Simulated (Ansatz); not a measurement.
Born–Oppenheimer molecular dynamics of a periodic cell of 21 atoms, Li7H6Cl2O6 (host Li4H3ClO3, host structure P2_1/m, one Li atom removed), cell charge -1. It goes on from the last frame of an earlier run, with new velocities.

Theory: DFT PBE, scalar-relativistic, plane waves, PAW in Ansatz 0.2.0. Settings: cutoff 420 eV, k mesh 2x2x2, fermi-dirac smearing 0.05 eV, no spin polarisation.

- ensemble: NVT, Langevin thermostat
- time step: 0.5 fs
- steps asked: 260
- set temperature: 1560 K
- friction: 0.005 /fs
- seed: 683640

First frame:

```xyz
21
Lattice="5.5667 0.0000 0.0000 0.0000 7.6280 0.0000 -0.4892 0.0000 6.3831" Properties=species:S:1:pos:R:3
Li 5.053 5.435 0.969
Li -0.598 3.034 6.186
Li 2.396 7.585 1.788
Li 1.960 1.982 4.868
Li 1.952 4.315 0.385
Li 3.423 1.883 7.353
Li 2.133 6.176 -1.395
H 1.099 6.863 0.058
H 3.559 0.535 5.904
H 2.890 5.251 2.083
H 5.000 0.112 1.774
H 4.375 3.833 2.288
H 0.308 8.541 5.465
Cl 3.241 5.082 3.395
Cl 2.060 2.113 2.694
O 1.330 6.256 0.806
O 3.645 1.454 5.596
O 4.375 3.794 1.327
O 0.591 0.038 5.168
O 0.741 3.453 5.508
O 4.281 7.149 1.456
```

(1) What does the run give?

(2) What happens to the structure?

(3) How do temperature and energy run in time?

## Answers

(1) All steps were run.

```json
{
  "steps done": "260",
  "time covered": "130 fs",
  "mean temperature over the second half": "2027 K",
  "spread of the potential energy over the second half": "31.6 meV per atom",
  "mean potential energy of the second half above the start": "-9.5 meV per atom"
}
```

The mean temperature of the second half is 30 % above the set value. A run of 0.13 ps of so small a system gives no equilibrium averages. Limits of this set-up: coarse k mesh, charged cell in a uniform background, uncorrected.

(2) Mean squared displacements from the first frame to the last, about the centre of mass: Li 1.62 Å², H 1.05 Å², Cl 1.35 Å², O 0.86 Å². This is one draw of velocities; another would differ in detail.

(3) 
```
time (fs)  T (K)  potential energy less start (eV)
      0.0   1486                             0.000
      6.5   1530                             0.576
     13.0   1313                             1.428
     19.5   1434                             1.355
     26.0   1390                             1.339
     32.5   1324                             1.486
     39.0   1508                             1.068
     45.5   2069                            -0.435
     52.0   1656                             0.447
     58.5   1961                             0.074
     65.0   1992                             0.195
     71.5   1911                             0.249
     78.0   2078                             0.032
     84.5   1930                             0.304
     91.0   1969                            -0.295
     97.5   2111                            -0.757
    104.0   2124                            -0.808
    110.5   2378                            -1.519
    117.0   1907                            -0.301
    123.5   1869                             0.347
    130.0   1738                             1.039
```

The run took 11 min on 1 CPU thread of a shared host.
